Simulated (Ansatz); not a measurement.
Wanted: the native input for an Ansatz 0.2.0 run.

```
Task                                : band structure
Functional                          : RPBE
Potentials or basis                 : Ansatz PAW
Cutoff                              : 420 eV (not typed: the program's choice for these potentials)
k mesh                              : 7 × 7 × 5
Occupations                         : fermi-dirac, width 0.05 eV
Spin                                : no spin polarisation
Path                                : [["X", "G", "Y"], ["L", "G", "Z"], ["N", "G", "M"], ["R", "G"]]
Points for each segment of the path : 10
```

The system is HPbNO4.

```
CELL_PARAMETERS angstrom
4.20407 0.00000 0.00000
2.02172 3.83952 0.00000
2.04686 1.27900 6.28132
ATOMIC_POSITIONS crystal
H 0.89145 0.68202 0.62796
Pb 0.14426 0.92872 0.88352
N 0.25670 0.28861 0.30171
O 0.83108 0.65056 0.78405
O 0.38694 0.22380 0.11295
O 0.31104 0.03576 0.45856
O 0.07726 0.60633 0.32275
```

The cell was built by a generator and needn't be a form met in nature.

These files were run (other wordings do the same):

input.yaml

```yaml
crystal:
  lattice:
    - [4.20407, 0.0, 0.0]
    - [2.02172, 3.83952, 0.0]
    - [2.04686, 1.279, 6.28132]
  atoms:
    - { symbol: H, position: [0.89145, 0.68202, 0.62796] }
    - { symbol: Pb, position: [0.14426, 0.92872, 0.88352] }
    - { symbol: "N", position: [0.2567, 0.28861, 0.30171] }
    - { symbol: O, position: [0.83108, 0.65056, 0.78405] }
    - { symbol: O, position: [0.38694, 0.2238, 0.11295] }
    - { symbol: O, position: [0.31104, 0.03576, 0.45856] }
    - { symbol: O, position: [0.07726, 0.60633, 0.32275] }
hamiltonian:
  xc: rpbe
  pseudopotentials: { kind: paw }
kpoints:
  mp_grid: { grid: [7, 7, 5] }
  band_path:
    path:
      - [[0.0, 0.0, 0.5], [0.0, 0.0, 0.0], [0.5, 0.0, 0.0]]
      - [[0.5, 0.0, 0.5], [0.0, 0.0, 0.0], [0.0, 0.5, 0.0]]
      - [[0.0, 0.5, 0.5], [0.0, 0.0, 0.0], [0.5, 0.5, 0.0]]
      - [[0.5, 0.5, 0.5], [0.0, 0.0, 0.0]]
    npoints: 10
scf:
  occupations: { method: fermi_dirac, width: 0.05 }
  n_extra_bands: 17
output:
  forces: true
  stress: true
  eigenvalues: true
  fatbands: false
  write_density: true
  write_potential: true
  elf: true
  volumetric_format: npy
```

Potentials or basis: Ansatz PAW.

Launch:

```bash
$ ansatz run input.yaml --threads 8 --pin off --max-ram 20480MiB --backend cpu --events-out ev --progress --plain --runs-dir out
```

It gave:

```json
{
 "Pressure": "2.7 GPa",
 "Largest force": "0.257 eV/Å",
 "Band gap on the k mesh": "2.87 eV, indirect (least direct gap 2.90 eV)",
 "Band gap along the path": "3.10 eV, direct"
}
```

Caveat: the pressure holds a Pulay correction of +0.5 GPa for the finite cutoff; spin-orbit coupling is left out, which as a rule narrows the gap of such compounds by several tenths of an eV; the PAW data sets come from PBE, with cores solved anew for the run's functional, which leaves a small shift of forces and pressure.

It took 13 s on 8 threads of Arm Neoverse V1, on a shared host, peak memory 0.75 GiB.
